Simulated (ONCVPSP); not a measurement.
# Ru: the cost of one run

Method: ONCVPSP 4.0.1.1 (patched build), PBEsol, scalar-relativistic.

## Step 1: The atom and the settings

Typed settings, in words:

```json
{
  "element": "ruthenium (Ru, Z = 44)",
  "type": "optimised norm-conserving Vanderbilt (ONCV)",
  "frozen core": "[Ar] 3d10",
  "valence charge": "16",
  "reference configuration": "4s2 4p6 4d7 5s1",
  "partial waves": "4s+5s: rc 1.42 bohr, ncon 3, nbas 6, qcut 7.6 1/bohr, 2 projectors; 4p: rc 1.58 bohr, ncon 4, nbas 7, qcut 6.7 1/bohr, 2 projectors, debl 1.3 Ha; 4d: rc 1.20 bohr, ncon 4, nbas 7, qcut 6.8 1/bohr, local",
  "local potential": "the d channel",
  "core correction": "Teter function, fcfact 2.5, rcfact 1.35"
}
```

The outer shells as boxes (Hund's rule for the drawing; the calculation is spin-unpolarised):

```
[Ar] core
3d [↑↓][↑↓][↑↓][↑↓][↑↓]
4s [↑↓]
4p [↑↓][↑↓][↑↓]
4d [↑↓][↑↓][↑ ][↑ ][↑ ]
5s [↑ ]
```

The nodes and maxima of the atom's own shells, from an earlier all-electron run, set the scale for the radii.

All-electron outer shells of the reference configuration (PBEsol, scalar-relativistic, ld1.x):

```csv
shell,level (eV),outermost node (bohr),outermost maximum (bohr)
3d,-273.13,–,0.30
4s,-76.31,0.48,0.92
4p,-46.38,0.49,0.98
4d,-5.22,0.48,1.21
5s,-4.27,1.24,2.73
5p,-0.87,1.41,3.87
```

## Step 2: Generation

Ru.dat reads:

```
# ATOM AND REFERENCE CONFIGURATION
# atsym  z   nc   nv     iexc    psfile
  Ru 44.00    6    4  -116133      upf
#
#   n    l    f
    1    0    2.00
    2    0    2.00
    2    1    6.00
    3    0    2.00
    3    1    6.00
    3    2   10.00
    4    0    2.00
    4    1    6.00
    4    2    7.00
    5    0    1.00
#
# PSEUDOPOTENTIAL AND OPTIMIZATION
# lmax
    2
#
#   l,   rc,      ep,       ncon, nbas, qcut
    0    1.42    0.00    3    6    7.60
    1    1.58    0.00    4    7    6.70
    2    1.20    0.00    4    7    6.80
#
# LOCAL POTENTIAL
# lloc, lpopt,  rc(5),   dvloc0
    2    5    1.20    0.00
#
# VANDERBILT-KLEINMAN-BYLANDER PROJECTORs
# l, nproj, debl
    0    2    1.20
    1    2    1.30
    2    0    1.40
#
# MODEL CORE CHARGE
# icmod, fcfact, rcfact
    3    2.50    1.35
#
# LOG DERIVATIVE ANALYSIS
# epsh1, epsh2, depsh
   -4.00    5.00    0.02
#
# OUTPUT GRID
# rlmax, drl
    6.00    0.01
#
# TEST CONFIGURATIONS
# ncnf
    4
# nvcnf
#   n    l    f
    4
    4    0    2.00
    4    1    6.00
    4    2    7.00
    5    0    0.00
#
    4
    4    0    2.00
    4    1    6.00
    4    2    6.00
    5    0    0.00
#
    4
    4    0    2.00
    4    1    6.00
    4    2    5.00
    5    0    0.00
#
    4
    4    0    2.00
    4    1    6.00
    4    2    6.00
    5    0    2.00
#
```

The run is started by

```console
$ oncvpsp.x < Ru.dat > Ru.out
```

**Question.** How long does this run take on 1 thread of AMD EPYC 9R45, shared host?

About 3.3 s.
